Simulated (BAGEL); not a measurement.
# SiHOF3 (sif3oh) at 4 levels

We compute a comparison of 4 runs (HF/6-31G*, B3LYP/6-31G*, PBE0/6-31G*, RI-MP2/6-31G*) of SiHOF3 (sif3oh). 

The calculation is run with BAGEL 1.2.2.

17 further runs of the same task are left out: 17 set aside as unsound or not needed.

### Step 1. Starting point

SiHOF3 has 6 atoms, charge 0, and is taken as a singlet. SMILES: `O[Si](F)(F)F`. The shape is that of a PBE0-D4/def2-TZVP optimisation.

Bond lengths: O1–Si2 1.604 Å, Si2–F3 1.572 Å, Si2–F4 1.572 Å, Si2–F5 1.565 Å, O1–H6 0.958 Å. Angles: O1–Si2–F3 112.4°, O1–Si2–F4 112.4°, O1–Si2–F5 107.6°, F3–Si2–F4 106.8°, F3–Si2–F5 108.8°, F4–Si2–F5 108.8°, Si2–O1–H6 120.4°.

### Step 2. The energy at HF/6-31G(d) (density fitting with qzvpp-jkfit, spherical functions) (run 1)

calc.json reads:

```json
{ "bagel": [

{
  "title": "molecule",
  "basis": "6-31gs.json",
  "df_basis": "qzvpp-jkfit",
  "angstrom": "true",
  "geometry": [
    { "atom": "O", "xyz": [      -0.219800,       0.531700,       1.122400 ] },
    { "atom": "Si", "xyz": [       0.217900,      -0.093400,      -0.288700 ] },
    { "atom": "F", "xyz": [      -0.639100,       0.464300,      -1.482900 ] },
    { "atom": "F", "xyz": [       0.075600,      -1.658700,      -0.320700 ] },
    { "atom": "F", "xyz": [       1.718500,       0.281100,      -0.527400 ] },
    { "atom": "H", "xyz": [      -1.111000,       0.410900,       1.451000 ] }
  ]
},

{ "title": "hf" },

{ "title": "print", "file": "orbitals.molden", "orbitals": "true" }

]}
```

The basis set 6-31G* is read from a file made from the Basis Set Exchange's data (not shown).

Started as:

```
$ BAGEL_NUM_THREADS=1 BAGEL calc.json > calc.out
```

What it wrote:

```text
* using 1 threads per process

  ===============================================================
  ===============================================================

  *** Geometry ***

  { "atom" : "O", "xyz" : [     -0.415362,      1.004767,      2.121029 ] },
  { "atom" : "Si", "xyz" : [      0.411771,     -0.176500,     -0.545564 ] },
  { "atom" : "F", "xyz" : [     -1.207724,      0.877400,     -2.802275 ] },
  { "atom" : "F", "xyz" : [      0.142863,     -3.134489,     -0.606035 ] },
  { "atom" : "F", "xyz" : [      3.247494,      0.531202,     -0.996642 ] },
  { "atom" : "H", "xyz" : [     -2.099486,      0.776488,      2.741993 ] },

  Number of auxiliary basis functions:      454

  Since a DF basis is specified, we compute 2- and 3-index integrals:
    o Being stored without compression. Storage requirement is 0.021 GB

  Number of basis functions:       76
  Number of electrons      :       50

    * METHOD: MOLECULE                             0.14

  *** RHF ***

  === Nuclear Repulsion ===
   271.0402966062

      * DIIS with orbital gradients will be used.

  === RHF iteration (6-31gs.json) ===
      0       -662.59616282          0.02855497           0.05
      1       -662.81874562          0.01691296           0.05
      2       -662.92875530          0.00077342           0.06
      3       -662.92912585          0.00011731           0.05
      4       -662.92913472          0.00003788           0.04
      5       -662.92913553          0.00001417           0.04
      6       -662.92913566          0.00000372           0.05
      7       -662.92913568          0.00000071           0.05
      8       -662.92913568          0.00000020           0.04
      9       -662.92913568          0.00000008           0.05
     10       -662.92913568          0.00000002           0.05
     11       -662.92913568          0.00000001           0.05
    * SCF iteration converged.

    * Permanent dipole moment:
           (    0.792912,    -0.006496,    -0.500555) a.u.

    * METHOD: HF                                   0.68

    * METHOD: PRINT                                0.01

  ===============================================================
```

It took 1.1 s on 1 thread of Intel Xeon 6975P-C (Granite Rapids), shared host; peak memory 0.1 GiB.

### Step 3. A single-point energy at B3LYP/6-31G(d) (density fitting with qzvpp-jkfit, spherical functions) (run 2)

input.json reads:

```json
{ "bagel" : [

{
  "title" : "molecule",
  "basis" : "6-31gs.json",
  "df_basis" : "qzvpp-jkfit",
  "angstrom" : true,
  "geometry" : [
    { "atom" : "O", "xyz" : [   -0.219800,    0.531700,    1.122400 ] },
    { "atom" : "Si", "xyz" : [    0.217900,   -0.093400,   -0.288700 ] },
    { "atom" : "F", "xyz" : [   -0.639100,    0.464300,   -1.482900 ] },
    { "atom" : "F", "xyz" : [    0.075600,   -1.658700,   -0.320700 ] },
    { "atom" : "F", "xyz" : [    1.718500,    0.281100,   -0.527400 ] },
    { "atom" : "H", "xyz" : [   -1.111000,    0.410900,    1.451000 ] }
  ]
},
{ "title" : "ks", "xc_func" : "b3lyp" },
{ "title" : "print", "file" : "orbitals.molden", "orbitals" : true }

]}
```

The basis set 6-31G* is read from a file made from the Basis Set Exchange's data (not shown).

Started as:

```
$ BAGEL_NUM_THREADS=1 BAGEL input.json > input.out
```

What it wrote:

```text
* using 1 threads per process

  ===============================================================
  ===============================================================

  *** Geometry ***

  { "atom" : "O", "xyz" : [     -0.415362,      1.004767,      2.121029 ] },
  { "atom" : "Si", "xyz" : [      0.411771,     -0.176500,     -0.545564 ] },
  { "atom" : "F", "xyz" : [     -1.207724,      0.877400,     -2.802275 ] },
  { "atom" : "F", "xyz" : [      0.142863,     -3.134489,     -0.606035 ] },
  { "atom" : "F", "xyz" : [      3.247494,      0.531202,     -0.996642 ] },
  { "atom" : "H", "xyz" : [     -2.099486,      0.776488,      2.741993 ] },

  Number of auxiliary basis functions:      454

  Since a DF basis is specified, we compute 2- and 3-index integrals:
    o Being stored without compression. Storage requirement is 0.021 GB

  Number of basis functions:       76
  Number of electrons      :       50

    * METHOD: MOLECULE                             0.15

  *** Kohn-Sham DFT ***

    * Removing 10755 points whose weight is below 1.00e-10
    * Grid points: 78681

  === Nuclear Repulsion ===
   271.0402966062

       - DIIS with orbital gradients will be used.

  === KS iteration (b3lyp / 6-31gs.json) ===
      0       -631.61908232          0.13397346           0.33
      1       -545.15115266          0.27031283           0.28
      2       -619.04538474          0.14864531           0.33
      3       -641.13166690          0.16025075           0.26
      4       -663.35208672          0.06394474           0.27
      5       -654.46699602          0.10381434           0.26
      6       -664.60067033          0.03409845           0.25
      7       -664.62225726          0.03191679           0.26
      8       -664.85104596          0.02380840           0.25
      9       -665.05454764          0.00541619           0.25
     10       -665.06330646          0.00236705           0.25
     11       -665.06552997          0.00022909           0.25
     12       -665.06554548          0.00009162           0.26
     13       -665.06554801          0.00002920           0.26
     14       -665.06554830          0.00001050           0.25
     15       -665.06554833          0.00000437           0.24
     16       -665.06554834          0.00000106           0.25
     17       -665.06554834          0.00000063           0.26
     18       -665.06554834          0.00000008           0.24
     19       -665.06554834          0.00000004           0.24
     20       -665.06554834          0.00000001           0.24
     21       -665.06554834          0.00000001           0.25
    * SCF iteration converged.

    * Permanent dipole moment:
           (    0.735090,    -0.011637,    -0.474311) a.u.

    * METHOD: KS                                   6.04

    * METHOD: PRINT                                0.01

  ===============================================================
```

It took 6.6 s on 1 thread of Intel Xeon 6975P-C (Granite Rapids), shared host; peak memory 0.32 GiB.

Run 3 isn't shown in full; the table further down has it.

### Step 4. The energy at RI-MP2/6-31G(d) (density fitting with qzvpp-jkfit, spherical functions) (run 4)

mp2.json reads:

```json
{ "bagel": [

{
  "title": "molecule",
  "basis": "6-31gs.json",
  "df_basis": "qzvpp-jkfit",
  "angstrom": true,
  "geometry": [
    { "atom": "O", "xyz": [   -0.219800,    0.531700,    1.122400 ] },
    { "atom": "Si", "xyz": [    0.217900,   -0.093400,   -0.288700 ] },
    { "atom": "F", "xyz": [   -0.639100,    0.464300,   -1.482900 ] },
    { "atom": "F", "xyz": [    0.075600,   -1.658700,   -0.320700 ] },
    { "atom": "F", "xyz": [    1.718500,    0.281100,   -0.527400 ] },
    { "atom": "H", "xyz": [   -1.111000,    0.410900,    1.451000 ] }
  ]
},
{
  "title": "hf"
},
{
  "title": "mp2",
  "ncore": 9
}

]}
```

The basis set 6-31G* is read from a file made from the Basis Set Exchange's data (not shown).

Started as:

```
$ BAGEL_NUM_THREADS=1 BAGEL mp2.json > mp2.out
```

What it wrote:

```text
* using 1 threads per process

  ===============================================================
  ===============================================================

  *** Geometry ***

  { "atom" : "O", "xyz" : [     -0.415362,      1.004767,      2.121029 ] },
  { "atom" : "Si", "xyz" : [      0.411771,     -0.176500,     -0.545564 ] },
  { "atom" : "F", "xyz" : [     -1.207724,      0.877400,     -2.802275 ] },
  { "atom" : "F", "xyz" : [      0.142863,     -3.134489,     -0.606035 ] },
  { "atom" : "F", "xyz" : [      3.247494,      0.531202,     -0.996642 ] },
  { "atom" : "H", "xyz" : [     -2.099486,      0.776488,      2.741993 ] },

  Number of auxiliary basis functions:      454

  Since a DF basis is specified, we compute 2- and 3-index integrals:
    o Being stored without compression. Storage requirement is 0.021 GB

  Number of basis functions:       76
  Number of electrons      :       50

    * METHOD: MOLECULE                             0.19

  *** RHF ***

  === Nuclear Repulsion ===
   271.0402966062

      * DIIS with orbital gradients will be used.

  === RHF iteration (6-31gs.json) ===
      0       -662.59616282          0.02855497           0.05
      1       -662.81874562          0.01691296           0.05
      2       -662.92875530          0.00077342           0.05
      3       -662.92912585          0.00011731           0.04
      4       -662.92913472          0.00003788           0.04
      5       -662.92913553          0.00001417           0.04
      6       -662.92913566          0.00000372           0.05
      7       -662.92913568          0.00000071           0.05
      8       -662.92913568          0.00000020           0.05
      9       -662.92913568          0.00000008           0.05
     10       -662.92913568          0.00000002           0.05
     11       -662.92913568          0.00000001           0.05
    * SCF iteration converged.

    * Permanent dipole moment:
           (    0.792912,    -0.006496,    -0.500555) a.u.

    * METHOD: HF                                   0.66

  *** RHF ***

  === Nuclear Repulsion ===
   271.0402966062

      * DIIS with orbital gradients will be used.

  === RHF iteration (6-31gs.json) ===
      0       -662.92913568          0.00000000           0.05
    * SCF iteration converged.

    * Permanent dipole moment:
           (    0.792912,    -0.006496,    -0.500555) a.u.

  === DF-MP2 calculation ===

    * freezing 9 orbitals
    * 3-index integral transformation done
    * assembly done

      MP2 correlation energy:   -0.7673300100      0.03

      MP2 total energy:       -663.6964656860

    * METHOD: MP2                                  0.13

  ===============================================================
```

Wall time 1.3 s (1 thread of Intel Xeon 6975P-C (Granite Rapids), shared host); peak memory 0.099 GiB.

### Step 5. Overview of the runs

| run | level | frozen core orbitals | energy (Eh) | dipole moment (D) | HOMO energy (eV) | LUMO energy (eV) | wall time |
| --- | --- | --- | --- | --- | --- | --- | --- |
| 1 | HF/6-31G* (density fitting with qzvpp-jkfit, spherical functions) | – | -662.929136 | 2.38 | -15.33 | 4.29 | 1.1 s |
| 2 | B3LYP/6-31G* (density fitting with qzvpp-jkfit, spherical functions) | – | -665.065548 | 2.22 | -9.96 | 0.41 | 6.6 s |
| 3 | PBE0/6-31G* (density fitting with qzvpp-jkfit, spherical functions) | – | -664.569425 | 2.25 | -10.34 | 0.80 | 6.3 s |
| 4 | RI-MP2/6-31G* (density fitting with qzvpp-jkfit, spherical functions) | 9 | -663.696466 | – | – | – | 1.3 s |

### Step 6. Outcome

```
                                          quantity          value
                               run 4: total energy  -663.69647 Eh
run 4: correlation energy (9 core orbitals frozen)     -767.3 mEh
```

**Reading.** Over runs 1, 2, 3 the dipole moment (its size) runs from 2.22 D (B3LYP/6-31G*) to 2.38 D (HF/6-31G*). Over runs 1, 2, 3 the HOMO–LUMO gap runs from 10.37 eV (B3LYP/6-31G*) to 19.62 eV (HF/6-31G*). Exact exchange widens orbital gaps. Totals of different functionals can't be ranked against each other. All runs together took 15 s, the longest 6.6 s.
